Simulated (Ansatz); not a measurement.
# ClHSSn: the cost of one run

All numbers below are computed with Ansatz 0.2.0 (RKS r2SCAN-D4/def2-SVP).

## 1. The starting structure

Bond lengths: S1–Sn2 2.416 Å, Sn2–Cl3 2.334 Å, S1–H4 1.405 Å. Angles: S1–Sn2–Cl3 108.3°, Sn2–S1–H4 95.5°.

Structure file:

```xyz
4

S     0.3268    1.3257   -0.7647
Sn   -1.2657   -0.3476   -0.0566
Cl   -0.1027   -2.3212    0.3910
H     1.0971    1.2829    0.4100
```

## 2. Relaxing end A

Contents of input.yaml:

```yaml
crystal:
  periodic: [false, false, false]
  atoms:
    - { symbol: S, position_ang: [0.3268, 1.3257, -0.7647] }
    - { symbol: Sn, position_ang: [-1.2657, -0.3476, -0.0566] }
    - { symbol: Cl, position_ang: [-0.1027, -2.3212, 0.391] }
    - { symbol: H, position_ang: [1.0971, 1.2829, 0.41] }
basis:
  gaussian: { orbitals: def2-SVP }
hamiltonian:
  xc: r2scan
  dispersion: d4
relax:
  f_tol: 0.015
  max_steps: 40
```

The run is started by

```bash
ansatz run input.yaml --threads 1 --pin off --max-ram 2048MiB --backend cpu --events-out ev --progress --plain --runs-dir out
```

**Question.** How long does this run take on 1 thread of Intel Xeon 6975P-C (Granite Rapids), shared host, and how much memory does it need?

About 18 s, with a peak of 0.16 GiB.
